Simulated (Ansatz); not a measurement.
# HfB: the cost of one run

Program: Ansatz 0.2.0. Level of theory: DFT PBEsol, scalar-relativistic, plane waves, PAW. These are calculated values, not measurements.

1 further run of the same task is left out (set aside as unsound or not needed).

**1. The starting structure**

Symmetry: Fm-3m, No. 225, cubic system. Conventional cell: a = 4.787 Å, b = 4.787 Å, c = 4.787 Å, α = 90.00°, β = 90.00°, γ = 90.00°. Around Hf (site symmetry m-3m) lie 6 B at 2.39 Å. Around B (site symmetry m-3m) lie 6 Hf at 2.39 Å.

Structure file:

```cif
data_structure
_symmetry_space_group_name_H-M 'Fm-3m'
_symmetry_Int_Tables_number 225
_cell_length_a 4.7874
_cell_length_b 4.7874
_cell_length_c 4.7874
_cell_angle_alpha 90.000
_cell_angle_beta 90.000
_cell_angle_gamma 90.000
_cell_volume 109.72
loop_
_atom_site_label
_atom_site_type_symbol
_atom_site_symmetry_multiplicity
_atom_site_Wyckoff_symbol
_atom_site_fract_x
_atom_site_fract_y
_atom_site_fract_z
_atom_site_occupancy
Hf1 Hf 4 b 0.50000 0.00000 0.00000 1
B1 B 4 a 0.00000 0.00000 0.00000 1
```

It is the result of an earlier relaxation at this level (volume 13.72 Å³/atom; gap on the mesh: none (metal)).

**2. Plan of the line**

The energy is mapped over a normal mode and a strain (zone-centre modes of the cell shown) (x along [1 0 0], y along [0 1 0], z along [0 0 1] of the conventional cell).

- amplitude of mode 4 (471 cm⁻¹), largest displacement in the unstrained cell: 7 values from −0.113 to 0.113 Å
- normal strain along x: 7 values from −7.00 to 7.00 %

Nothing else is relaxed (the pattern is fixed in fractional coordinates). Energies count from the relaxed high-symmetry cell. Points are written as (first, second).

The modes come from a phonon run on the reference cell, made beforehand.

Displacement patterns for an amplitude of 1 (Å):

```csv
atom,x1,y1,z1
Hf1,-0.061,0.000,0.000
B2,1.000,0.000,0.000
```

**3. The run at (0.000 Å, −7.00 %)**

input.yaml reads:

```yaml
crystal:
  lattice:
    - [0.0, 2.3936993068, 2.3936993068]
    - [2.2261403553, 0.0, 2.3936993068]
    - [2.2261403553, 2.3936993068, 0.0]
  atoms:
    - { symbol: Hf, position: [0.5, 0.5, 0.5] }
    - { symbol: B, position: [0.0, 0.0, 0.0] }
basis:
  ecutwfc: 520.0
kpoints:
  mp_grid: { grid: [16, 16, 16] }
hamiltonian:
  xc: pbesol
  pseudopotentials: { kind: paw }
scf:
  occupations: { method: gaussian, width: 0.15 }
output:
  forces: true
  stress: true
  eigenvalues: true
```

Command:

```bash
$ ansatz run input.yaml --threads 1 --pin off --max-ram 2048MiB --backend cpu --events-out ev --progress --plain --runs-dir out
```

Q: Estimate wall time and peak memory on 1 thread of Arm Neoverse N1, shared host.

About 20 s, with a peak of 0.46 GiB.
